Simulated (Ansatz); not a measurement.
# Y6Fe16O: the cost of one run

Computed with Ansatz 0.2.0 (DFT, PBE, plane-wave PAW, default files, scalar-relativistic, as far as a step names no other, unless a step's input says otherwise).

1 further run of the same task is left out (it didn't finish).

**1. The structure to begin with**

It takes space group Im-3m (No. 229, cubic). The conventional cell has a = 8.883 Å, b = 8.883 Å, c = 8.883 Å, α = 90.00°, β = 90.00°, γ = 90.00°. Around Y (site symmetry 4mm) lie 1 O at 2.49 Å. Fe (site symmetry mm2) is surrounded by 6 Fe at 2.45 to 2.56 Å. Fe (site symmetry -3m) is surrounded by 6 Fe at 2.45 Å. O (site symmetry m-3m) is surrounded by 6 Y at 2.49 Å.

As a file:

```cif
data_structure
_symmetry_space_group_name_H-M 'P 1'
_symmetry_Int_Tables_number 1
_cell_length_a 7.6931
_cell_length_b 7.6931
_cell_length_c 7.6931
_cell_angle_alpha 109.471
_cell_angle_beta 109.471
_cell_angle_gamma 109.471
_cell_volume 350.49
loop_
_atom_site_label
_atom_site_type_symbol
_atom_site_fract_x
_atom_site_fract_y
_atom_site_fract_z
_atom_site_occupancy
Y1 Y 0.00000 0.28000 0.28000 1
Y2 Y 0.28000 0.00000 0.28000 1
Y3 Y 0.00000 0.72000 0.72000 1
Y4 Y 0.72000 0.00000 0.72000 1
Y5 Y 0.28000 0.28000 0.00000 1
Y6 Y 0.72000 0.72000 0.00000 1
Fe1 Fe 0.33400 0.66700 0.66700 1
Fe2 Fe 0.66700 0.00000 0.33300 1
Fe3 Fe 0.00000 0.66700 0.33300 1
Fe4 Fe 0.66700 0.33400 0.66700 1
Fe5 Fe 0.66600 0.33300 0.33300 1
Fe6 Fe 0.33300 0.66600 0.33300 1
Fe7 Fe 0.00000 0.33300 0.66700 1
Fe8 Fe 0.33300 0.00000 0.66700 1
Fe9 Fe 0.33300 0.66700 0.00000 1
Fe10 Fe 0.66700 0.66700 0.33400 1
Fe11 Fe 0.33300 0.33300 0.66600 1
Fe12 Fe 0.66700 0.33300 0.00000 1
Fe13 Fe 0.50000 0.50000 0.50000 1
Fe14 Fe 0.50000 0.00000 0.00000 1
Fe15 Fe 0.00000 0.00000 0.50000 1
Fe16 Fe 0.00000 0.50000 0.00000 1
O1 O 0.00000 0.00000 0.00000 1
```

**2. Gradients at the starting positions**

Contents of input.yaml:

```yaml
crystal:
  lattice:
    - [-4.4416, 4.4416, 4.4416]
    - [4.4416, -4.4416, 4.4416]
    - [4.4416, 4.4416, -4.4416]
  atoms:
    - { symbol: "Y", position: [0.0, 0.28, 0.28] }
    - { symbol: "Y", position: [0.28, 0.0, 0.28] }
    - { symbol: "Y", position: [0.0, 0.72, 0.72] }
    - { symbol: "Y", position: [0.72, 0.0, 0.72] }
    - { symbol: "Y", position: [0.28, 0.28, 0.0] }
    - { symbol: "Y", position: [0.72, 0.72, 0.0] }
    - { symbol: Fe, position: [0.334, 0.667, 0.667], spin: 3.0 }
    - { symbol: Fe, position: [0.667, 0.0, 0.333], spin: 3.0 }
    - { symbol: Fe, position: [0.0, 0.667, 0.333], spin: 3.0 }
    - { symbol: Fe, position: [0.667, 0.334, 0.667], spin: 3.0 }
    - { symbol: Fe, position: [0.666, 0.333, 0.333], spin: 3.0 }
    - { symbol: Fe, position: [0.333, 0.666, 0.333], spin: 3.0 }
    - { symbol: Fe, position: [0.0, 0.333, 0.667], spin: 3.0 }
    - { symbol: Fe, position: [0.333, 0.0, 0.667], spin: 3.0 }
    - { symbol: Fe, position: [0.333, 0.667, 0.0], spin: 3.0 }
    - { symbol: Fe, position: [0.667, 0.667, 0.334], spin: 3.0 }
    - { symbol: Fe, position: [0.333, 0.333, 0.666], spin: 3.0 }
    - { symbol: Fe, position: [0.667, 0.333, 0.0], spin: 3.0 }
    - { symbol: Fe, position: [0.5, 0.5, 0.5], spin: 3.0 }
    - { symbol: Fe, position: [0.5, 0.0, 0.0], spin: 3.0 }
    - { symbol: Fe, position: [0.0, 0.0, 0.5], spin: 3.0 }
    - { symbol: Fe, position: [0.0, 0.5, 0.0], spin: 3.0 }
    - { symbol: O, position: [0.0, 0.0, 0.0] }
magnetization:
  spin_polarized: true
kpoints:
  mp_grid: { grid: [5, 5, 5] }
scf:
  occupations: { method: fermi_dirac, width: 0.05 }
hamiltonian:
  xc: pbe
  pseudopotentials: { kind: paw }
output:
  forces: true
  stress: true
  populations: true
  efg:
    quadrupole_moments_barn: { Fe: 0.16, O: -0.02558 }
    contact_densities: true
```

The run is started by

```bash
$ ansatz run input.yaml --threads 4 --pin off --max-ram 8192MiB --backend cpu --events-out ev --progress --plain --runs-dir out
```

**Question.** How long does this run take on 4 threads of Intel Xeon 6975P-C (Granite Rapids), shared host, and how much memory does it need?

About 52 s, with a peak of 2.5 GiB.
